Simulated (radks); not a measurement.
# Polarisabilities and dispersion coefficients of Ar, K⁺, Ca²⁺ and others

The task here is to estimate one member of a computed series from the others.

Method: scalar-relativistic Kohn-Sham, LDA (Slater exchange, Perdew-Wang correlation), spin-polarised, spherical densities, finite nucleus. Code: radks (a radial shooting solver on a logarithmic mesh, Libxc functionals) version 1.

## What is computed

```
species : Ar ([Ar]), K⁺ ([Ar]), Ca²⁺ ([Ar]), Sc³⁺ ([Ar]), Ti⁴⁺ ([Ar]), V⁵⁺ ([Ar]), Cr⁶⁺ ([Ar]), Mn⁷⁺ ([Ar]), Fe⁸⁺ ([Ar])
```

Set-up of the first run:

Input:

```text
Z 18
configuration [Ar]
relativity scalar-relativistic
functional lda,pw
spin polarised
nucleus finite rms 3.4274 fm
c 137.035999084
response adiabatic LDA kernel
```

Among the steps run: Ar, [Ar]; K⁺, [Ar]; Ca²⁺, [Ar]; Sc³⁺, [Ar]; Ti⁴⁺, [Ar]; V⁵⁺, [Ar]; Cr⁶⁺, [Ar]; Mn⁷⁺, [Ar]; Fe⁸⁺, [Ar].

One table of the session follows, with a row left open; its other results are not shown here.

| species | −ε(HOMO) (eV) | α (bohr³) | α uncoupled (bohr³) | C6 (hartree bohr⁶) | C8 (hartree bohr⁸) |
| --- | --- | --- | --- | --- | --- |
| Ar | ? | ? | ? | ? | ? |
| K⁺ | 24.973 | 5.743 | 8.879 | 24.69 | 432.7 |
| Ca²⁺ | 43.121 | 3.344 | 5.255 | 11.09 | 141.8 |
| Sc³⁺ | 64.637 | 2.163 | 3.430 | 5.731 | 56.59 |
| Ti⁴⁺ | 89.419 | 1.495 | 2.383 | 3.247 | 25.67 |
| V⁵⁺ | 117.41 | 1.083 | 1.731 | 1.966 | 12.76 |
| Cr⁶⁺ | 148.57 | 0.8126 | 1.301 | 1.252 | 6.804 |
| Mn⁷⁺ | 182.88 | 0.6266 | 1.004 | 0.8296 | 3.833 |
| Fe⁸⁺ | 220.33 | 0.4941 | 0.7910 | 0.5682 | 2.259 |

**Question.** Estimate the row for Ar.

As computed: −ε(HOMO) (eV): 10.385; α (bohr³): 12.03; α uncoupled (bohr³): 18.00; C6 (hartree bohr⁶): 70.68; C8 (hartree bohr⁸): 1905. In the column «−ε(HOMO) (eV)» it is the lowest.

C8 is given only where no p, d or f shell is open.
